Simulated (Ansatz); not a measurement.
**AsH₃ (singlet): wave-function methods side by side at scale of all distances = 0.897, 6-31G**

An exercise on one series of results from a longer session: the logs are not shown, and one member is left open.

Method: 6-31G, core rule «outside noble gas», up to 14 orbitals frozen; program: Ansatz 0.2.0, Gaussian basis.

The runs, in order: UHF; CCSD(T) on RHF; BCCD(T) on RHF; CISD; CCSDT(Q) on RHF; CCSDTQ on RHF; CASSCF and MRCISD+Q, 2 electrons in 2 orbitals; CASSCF and NEVPT2, 2 electrons in 2 orbitals; CASSCF and MRCISD+Q, 8 electrons in 7 orbitals; CASSCF and NEVPT2, 8 electrons in 7 orbitals; Full CI.

14 further runs of the same task are left out: 14 that didn't finish.

**The system**

The geometry derives from a PBE0/def2-TZVP stationary point (not a proven minimum). All distances are scaled together. No spin-orbit coupling is included. The filled d shell of As may be among the frozen orbitals whatever the setting's name suggests; the logs give the count.

4 atoms, charge 0, spin multiplicity 1.

Atoms are counted from 1 here; the program's logs count them from 0.

Bond lengths: As1–H2 1.365 Å, As1–H3 1.365 Å, As1–H4 1.365 Å. Angles: H2–As1–H3 92.0°, H2–As1–H4 92.0°, H3–As1–H4 92.0°.

Set-up of the first run:

Contents of in.yaml:

```yaml
crystal:
  periodic: [false, false, false]
  atoms:
    - {symbol: As, position_ang: [0.000162, 0.000016, -0.029489]}
    - {symbol: H, position_ang: [1.129589, 0.012553, 0.736888]}
    - {symbol: H, position_ang: [-0.582023, 0.974879, 0.728007]}
    - {symbol: H, position_ang: [-0.559599, -0.988603, 0.727081]}
basis:
  gaussian: {orbitals: 6-31G}
magnetization: {spin_polarized: true, initial_magnetization: 0}
hamiltonian: {xc: hf}
output: {orbitals: {seedname: orbitals}}
```

Started as:

```console
ansatz run in.yaml --threads 1 --pin off --events-out ev --progress --plain --max-ram 2393MiB
```

Among the steps run: UHF; CCSD(T) on RHF; BCCD(T) on RHF; CISD; CCSDT(Q) on RHF; CCSDTQ on RHF; CASSCF and MRCISD+Q, 2 electrons in 2 orbitals; CASSCF and NEVPT2, 2 electrons in 2 orbitals; CASSCF and MRCISD+Q, 8 electrons in 7 orbitals; CASSCF and NEVPT2, 8 electrons in 7 orbitals; Full CI.

One table of the session follows, with a row left open; its other results are not shown here.

```
          method  from FCI (kJ/mol)
             RHF             +206.4
            RMP2                  ?
            CISD               +8.7
           RCCSD               +2.5
        RCCSD(T)               +0.5
         BCCD(T)               +0.5
          RCCSDT               +0.1
       RCCSDT(Q)                0.0
         RCCSDTQ                0.0
     CASSCF pair             +168.3
     NEVPT2 pair              +44.6
     MRCISD pair               +5.8
   MRCISD+Q pair               -0.6
  CASSCF valence              +80.1
  NEVPT2 valence              +20.7
  MRCISD valence               +2.3
MRCISD+Q valence               +1.1
             FCI                  0
```

Q: Estimate the row for RMP2 from the others.

As computed: from FCI (kJ/mol): +52.1. In the column «from FCI (kJ/mol)» it lies between NEVPT2 pair (+44.6) and CASSCF valence (+80.1).

To keep in mind: MRCISD+Q pair falls below full CI: the +Q correction isn't variational, and the cores differ from full CI's.
